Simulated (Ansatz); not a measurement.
# TiAs: the cost of one run

Program: the Python package of Ansatz 0.2.0. The levels of theory stand in the script. These are calculated values, not measurements.

The COD entry's cell or inner coordinates are ideal or old and differ from later refinements, so a difference from it is no clean test against experiment.

## (1) The system

The structure is hexagonal, space group P6_3/mmc (No. 194). The conventional cell has a = 3.650 Å, b = 3.650 Å, c = 12.300 Å, α = 90.00°, β = 90.00°, γ = 120.00°. Around Ti (site symmetry 3m) lie 6 As at 2.61 Å. Around As (site symmetry -3m) lie 6 Ti at 2.61 Å. As (site symmetry -6m2) is surrounded by 6 Ti at 2.61 Å.

Input file tias.vasp:

```text
TiAs
1.0
   3.65000000    0.00000000    0.00000000
  -1.82500000    3.16099272    0.00000000
   0.00000000    0.00000000   12.30000000
Ti As
4 4
Direct
   0.33333333    0.66666667    0.12500000
   0.66666667    0.33333333    0.62500000
   0.33333333    0.66666667    0.37500000
   0.66666667    0.33333333    0.87500000
   0.00000000    0.00000000    0.00000000
   0.00000000    0.00000000    0.50000000
   0.33333333    0.66666667    0.75000000
   0.66666667    0.33333333    0.25000000
```

## (2) The code

lattice.py reads:

```python
import argparse

import ansatz as az
from ase.io import read
import numpy as np

parser = argparse.ArgumentParser(description="How the lattice of TiAs depends on the functional.")
parser.add_argument("--filling", required=True, help="how the bands are filled")
parser.add_argument("--smearing-width", type=float, default=0.1, help="smearing width (eV)")
parser.add_argument("--k-spacing", type=float, required=True, help="k-point sampling")
parser.add_argument("--force-tol", type=float, required=True, help="force threshold (eV/A)")
args = parser.parse_args()

def edges_and_angles(cell):
    cell = np.asarray(cell)
    a, b, c = np.linalg.norm(cell, axis=1)
    cosines = cell[1] @ cell[2] / (b * c), cell[0] @ cell[2] / (a * c), cell[0] @ cell[1] / (a * b)
    return (a, b, c, *np.degrees(np.arccos(cosines)))

atoms = read("tias.vasp", format="vasp")
tias = az.Crystal.from_ase(atoms)

job = (
    tias.calculation()
    .occupations(args.filling, width=args.smearing_width)
    .basis(23 * az.Ha)
    .kpoints(spacing=args.k_spacing)
    .relax(cell=True, force_tolerance=args.force_tol, max_steps=100)
)

levels = [("r2scan", "none"), ("lda", "none"), ("pbesol", "none")]
print("level            a       b       c    alpha   beta  gamma  V/atom  steps")
for name, dispersion in levels:
    seen = []
    run = job.functional(name, dispersion=dispersion).session().plan()
    outcome = run.execute(on_event=lambda e: seen.append(e) if e["event"] == "relax_step" else None)
    cell = outcome.lattice.cell_ang
    label = name if dispersion == "none" else f"{name}+{dispersion}"
    print("{:13s} {:7.4f} {:7.4f} {:7.4f} {:6.2f} {:6.2f} {:6.2f}".format(label, *edges_and_angles(cell)), f"{abs(np.linalg.det(cell)) / len(outcome.lattice.sites):7.3f} {len(seen):5d}")
```

## (3) The run

Run with:

```bash
> python lattice.py --filling fermi_dirac --k-spacing 0.27 --force-tol 0.02
```

**Question.** How long does this script take on 1 thread of Arm Neoverse V1, shared host, and how much memory does it need?

About 6.2 min, with a peak of 1.1 GiB.
